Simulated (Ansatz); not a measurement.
**AlHCl₂ + H₂O + H₂O: a complex and its separated parts**

Aim: how far the complex at one end of a reaction step lies below its separated, relaxed parts, level by level.

Method: PBE0-D4/def2-TZVP structures, single points in def2-TZVPP, no counterpoise correction; program: Ansatz 0.2.0, Gaussian basis.

Levels: SPW92, PBE-D4, BLYP-D4, r2SCAN-D4, B97M-V, PBE0-D4, B3LYP-D4, r2SCAN0-D4, BHLYP-D4, CAM-B3LYP-D4, wB97X-V, wB97M-V, B2PLYP, PBE-QIDH, RPA on PBE, Hartree-Fock, MP2, CCSD, CCSD(T).

Cores are frozen in the correlated methods. B3LYP uses VWN-RPA correlation. B2PLYP carries no dispersion term here.

113 further runs of the same task are left out: 113 set aside as unsound or not needed. Runs told in other sessions of the task aren't counted.

## (1) Starting geometry

The complex: 10 atoms, charge 0, spin multiplicity 1.

Atoms are counted from 1 here; the program's logs count them from 0.

Bond lengths: Al1–H2 1.596 Å, Al1–Cl3 2.111 Å, Al1–Cl4 2.124 Å, Al1–O6 1.912 Å, H5–O6 1.004 Å, O6–H9 0.964 Å, H7–O8 0.970 Å, O8–H10 0.961 Å. Angles: H2–Al1–Cl3 114.8°, H2–Al1–Cl4 116.7°, H2–Al1–O6 100.2°, Cl3–Al1–Cl4 116.4°, Cl3–Al1–O6 105.9°, Cl4–Al1–O6 99.2°, Al1–O6–H5 110.3°, Al1–O6–H9 114.0°, H5–O6–H9 110.5°, H7–O8–H10 106.7°.

As a file:

| atom | x (Å) | y (Å) | z (Å) |
| --- | --- | --- | --- |
| Al1 | -1.1250 | -0.0586 | -0.8449 |
| H2 | 0.0240 | 0.9491 | -1.3059 |
| Cl3 | -1.3086 | -1.7939 | -2.0319 |
| Cl4 | -2.9359 | 0.8111 | -0.1550 |
| H5 | 0.5222 | -0.2883 | 0.9518 |
| O6 | -0.4093 | -0.6435 | 0.8288 |
| H7 | 1.6102 | 0.9170 | -0.1725 |
| O8 | 1.8810 | 0.4990 | 0.6603 |
| H9 | -0.9581 | -0.4204 | 1.5887 |
| H10 | 2.6995 | 0.0283 | 0.4805 |

Its parts: AlHCl₂ holds atoms 1, 2, 3, 4; H₂O holds atoms 5, 6, 9; H₂O holds atoms 7, 8, 10. Each part counts its atoms afresh in its own runs.

## (2) Relaxing AlHCl₂ alone

relax-a/in.yaml

```yaml
crystal:
  periodic: [false, false, false]
  atoms:
    - {symbol: Al, position_ang: [-1.124987, -0.058592, -0.844853]}
    - {symbol: H, position_ang: [0.023976, 0.949098, -1.305948]}
    - {symbol: Cl, position_ang: [-1.308641, -1.793929, -2.031917]}
    - {symbol: Cl, position_ang: [-2.935851, 0.811110, -0.154972]}
basis:
  gaussian: {orbitals: def2-TZVP}
hamiltonian: {xc: pbe0, dispersion: d4}
relax: {f_tol: 0.005, max_steps: 200}
```

Launch:

```bash
$ ansatz run in.yaml --threads 8 --pin off --events-out ev --progress --plain --max-ram 19148MiB
```

The runs that follow: Relaxing H₂O alone; Relaxing H₂O alone; SPW92/def2-TZVPP; PBE-D4/def2-TZVPP; BLYP-D4/def2-TZVPP; r2SCAN-D4/def2-TZVPP; B97M-V/def2-TZVPP; PBE0-D4/def2-TZVPP; B3LYP-D4/def2-TZVPP; r2SCAN0-D4/def2-TZVPP; BHLYP-D4/def2-TZVPP; CAM-B3LYP-D4/def2-TZVPP; wB97X-V/def2-TZVPP; wB97M-V/def2-TZVPP; B2PLYP/def2-TZVPP; PBE-QIDH/def2-TZVPP; RPA on PBE/def2-TZVPP; CCSD(T)/def2-TZVPP; Vibrations of AlHCl₂; Vibrations of H₂O; Vibrations of H₂O.

What does the calculation give? Wanted: complex less parts, CCSD(T)/def2-TZVPP; with zero-point energy; largest T1 diagnostic.

The runs gave:

| quantity | value |
| --- | --- |
| complex less parts, CCSD(T)/def2-TZVPP | -39.1 kcal/mol |
| with zero-point energy | -33.9 kcal/mol |
| largest T1 diagnostic | 0.008 |

At CCSD(T) the complex lies 39.1 kcal/mol below its parts. The functionals run from B3LYP-D4, off by -0.5 kcal/mol, to SPW92, off by -13.9 kcal/mol, against CCSD(T). By rung, the mean size of the error is: LDA 13.9, GGA 1.4, meta-GGA 2.6, hybrid 2.2, range-separated hybrid 2.1, double hybrid 1.6 kcal/mol. The double hybrids carry no dispersion term here, unlike the levels marked D4 or V. PBE-D4 gives a relative energy 1.6 kcal/mol too low, outside chemical accuracy (1 kcal/mol). No counterpoise was applied, and triple zeta lacks some correlation, so the CCSD(T) reference has a basis error of its own, and close matches with it are partly luck.
